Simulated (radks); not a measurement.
# Valence configurations of Sb

Aim: which of several valence configurations of Sb lies lowest at this level, and whether it is the one NIST lists ([Kr] 4d10 5s2 5p3).

Method: scalar-relativistic Kohn-Sham, BLYP, spin-polarised, spherical densities, point nucleus; open shells are filled with parallel spins first. Code: radks (a radial shooting solver on a logarithmic mesh, Libxc functionals) version 1.

### 1 Starting point

* element: antimony (Z = 51)
* charge: 0
* electrons: 51
* configuration: [Kr] 4d10 5s2 5p3
* others tried: 4d10 5s1 5p4; 4d10 5s1.5 5p3.5; 4d9.5 5s2 5p3.5; 4d8 5s1 5p6; 4d9 5s2 5p4; 4d10 5p5; 4d9.5 5p5.5; 4d9.5 5s1 5p4.5

The outer shells:

Sb
```
[Kr] core
4d [↑↓][↑↓][↑↓][↑↓][↑↓]
5s [↑↓]
5p [↑ ][↑ ][↑ ]
```

### 2 [Kr] 4d10 5s2 5p3

Settings of this run:

```text
Z 51
configuration [Kr] 4d10 5s2 5p3
relativity scalar-relativistic
functional b88,lyp
spin polarised
nucleus point
c 137.035999084
```

### 3 [Kr] 4d10 5s1 5p4

Settings of this run:

```text
Z 51
configuration [Kr] 4d10 5s1 5p4
relativity scalar-relativistic
functional b88,lyp
spin polarised
nucleus point
c 137.035999084
```

### 4 [Kr] 4d10 5s1.5 5p3.5

Settings of this run:

```text
Z 51
configuration [Kr] 4d10 5s1.5 5p3.5
relativity scalar-relativistic
functional b88,lyp
spin polarised
nucleus point
c 137.035999084
```

### 5 [Kr] 4d9.5 5s2 5p3.5

Settings of this run:

```text
Z 51
configuration [Kr] 4d9.5 5s2 5p3.5
relativity scalar-relativistic
functional b88,lyp
spin polarised
nucleus point
c 137.035999084
```

### 6 [Kr] 4d8 5s1 5p6

Settings of this run:

```text
Z 51
configuration [Kr] 4d8 5s1 5p6
relativity scalar-relativistic
functional b88,lyp
spin polarised
nucleus point
c 137.035999084
```

### 7 [Kr] 4d9 5s2 5p4

Settings of this run:

```text
Z 51
configuration [Kr] 4d9 5s2 5p4
relativity scalar-relativistic
functional b88,lyp
spin polarised
nucleus point
c 137.035999084
```

### 8 [Kr] 4d10 5p5

Settings of this run:

```text
Z 51
configuration [Kr] 4d10 5p5
relativity scalar-relativistic
functional b88,lyp
spin polarised
nucleus point
c 137.035999084
```

### 9 [Kr] 4d9.5 5p5.5

Settings of this run:

```text
Z 51
configuration [Kr] 4d9.5 5p5.5
relativity scalar-relativistic
functional b88,lyp
spin polarised
nucleus point
c 137.035999084
```

### 10 [Kr] 4d9.5 5s1 5p4.5

Settings of this run:

```text
Z 51
configuration [Kr] 4d9.5 5s1 5p4.5
relativity scalar-relativistic
functional b88,lyp
spin polarised
nucleus point
c 137.035999084
```

Q: Predict the outcome of this session. Wanted: for each run, valence; E − E(NIST configuration); moment; highest level; its energy; 1s shift.

As calculated:

```csv
valence,E − E(NIST configuration) (eV),moment (μB),highest level,its energy (eV),1s shift (eV)
4d10 5s2 5p3,0.000,3,5p up,-5.150,+0.00
4d10 5s1.5 5p3.5,4.018,3,5p down,-4.048,-0.78
4d10 5s1 5p4,8.077,3,5p down,-4.345,-1.54
4d9.5 5s2 5p3.5,15.105,3,5p down,-4.418,-4.17
4d10 5p5,17.508,1,5p down,-5.484,-3.12
4d9.5 5s1 5p4.5,23.566,3,5p down,-4.983,-5.66
4d9 5s2 5p4,31.303,3,5p down,-5.075,-8.38
4d9.5 5p5.5,33.234,1,5p down,-6.092,-7.12
4d8 5s1 5p6,76.461,3,5p down,-6.854,-18.24
```

Theory agrees with NIST among these: the next, 4d10 5s1.5 5p3.5, lies 4.018 eV higher. The energies are those of spherical high-spin densities, not of single terms. The 1s eigenvalue shifts by up to 18.24 eV as the valence charge is rearranged.
